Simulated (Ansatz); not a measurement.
**SiNi: further runs on the relaxed cell**

The task here is to estimate one member of a computed series from the others.

Program: Ansatz 0.2.0. Level of theory: DFT r2SCAN, scalar-relativistic, plane waves, PAW. These are calculated values, not measurements.

### Starting point

The structure is cubic, space group P2_13 (No. 198). Conventional cell: a = 4.465 Å, b = 4.465 Å, c = 4.465 Å, α = 90.00°, β = 90.00°, γ = 90.00°. Si (site symmetry 3) is surrounded by 7 Ni at 2.33 to 2.42 Å. Around Ni (site symmetry 3) lie 7 Si at 2.33 to 2.42 Å.

Coordinates:

```cif
data_structure
_symmetry_space_group_name_H-M 'P 1'
_symmetry_Int_Tables_number 1
_cell_length_a 4.4649
_cell_length_b 4.4649
_cell_length_c 4.4649
_cell_angle_alpha 90.000
_cell_angle_beta 90.000
_cell_angle_gamma 90.000
_cell_volume 89.01
loop_
_atom_site_label
_atom_site_type_symbol
_atom_site_fract_x
_atom_site_fract_y
_atom_site_fract_z
_atom_site_occupancy
Si1 Si 0.65306 0.15306 0.34694 1
Si2 Si 0.15306 0.34694 0.65306 1
Si3 Si 0.34694 0.65306 0.15306 1
Si4 Si 0.84694 0.84694 0.84694 1
Ni1 Ni 0.35125 0.85125 0.64875 1
Ni2 Ni 0.85125 0.64875 0.35125 1
Ni3 Ni 0.64875 0.35125 0.85125 1
Ni4 Ni 0.14875 0.14875 0.14875 1
```

It goes back to an entry of the Materials Project.

It is the result of an earlier relaxation at this level (volume 11.13 Å³/atom; gap on the mesh: none (metal)).

The first run:

input.yaml

```yaml
crystal:
  lattice:
    - [4.4198447579, 0.0, 0.0]
    - [0.0, 4.4198447579, 0.0]
    - [0.0, 0.0, 4.4198447579]
  atoms:
    - { symbol: Si, position: [0.6530601917, 0.1530601917, 0.3469398083] }
    - { symbol: Si, position: [0.1530601917, 0.3469398083, 0.6530601917] }
    - { symbol: Si, position: [0.3469398083, 0.6530601917, 0.1530601917] }
    - { symbol: Si, position: [0.8469398083, 0.8469398083, 0.8469398083] }
    - { symbol: Ni, position: [0.3512498231, 0.8512498231, 0.6487501769] }
    - { symbol: Ni, position: [0.8512498231, 0.6487501769, 0.3512498231] }
    - { symbol: Ni, position: [0.6487501769, 0.3512498231, 0.8512498231] }
    - { symbol: Ni, position: [0.1487501769, 0.1487501769, 0.1487501769] }
basis:
  ecutwfc: 500
kpoints:
  mp_grid: { grid: [8, 8, 8] }
hamiltonian:
  xc: r2scan
scf:
  occupations: { method: gaussian, width: 0.1 }
output:
  forces: true
  stress: true
  eigenvalues: true
  write_density: true
  write_potential: true
  elf: true
  volumetric_format: npy
relax:
  adjacent_minimum: "off"
  f_tol: 0.01
  max_steps: 30
```

The run is started by

```console
$ ansatz run input.yaml --threads 4 --pin off --max-ram 10240MiB --backend cpu --events-out ev --progress --plain --runs-dir out
```

Steps of the session up to this table: Point at V/V0 = 0.97; Volume × 1.03; Point at V/V0 = 0.94; The cell scaled to 1.06 of its volume; Volume × 0.91; Volume × 1.10; Point at V/V0 = 0.88.

One table of the session follows, with a row left open; its other results are not shown here.

It belongs to the step «Fit of the equation of state». 

| volume (Å³/atom) | energy above the lowest point (meV/atom) | pressure (GPa) |
| --- | --- | --- |
| 9.791 | 129.8 | 35.20 |
| 10.125 | 68.5 | 24.00 |
| 10.459 | 28.6 | 14.58 |
| 10.793 | ? | ? |
| 11.127 | 0.0 | -0.01 |
| 11.460 | 6.0 | -5.60 |
| 11.794 | 22.7 | -10.25 |
| 12.239 | 58.4 | -15.18 |

Estimate the missing values for volume (Å³/atom) = 10.793.

Worked estimate for «energy above the lowest point (meV/atom)». A straight line through the neighbours (10.459, 28.6) and (11.127, 0.0) gives 28.6 + (0.0 − 28.6) × (10.793 − 10.459) / (11.127 − 10.459) = 14.3; a parabola fitted to 4 rows on both sides gives 6.6.

As computed: energy above the lowest point (meV/atom): 6.7; pressure (GPa): 6.65. In «energy above the lowest point (meV/atom)» the line misses by +7.6 and the parabola by -0.1.

Caveats from the session: Spin polarisation is off in the runs that give these values; a magnetic solution could lie lower. Warnings in the runs' records: stress scf threshold loose.
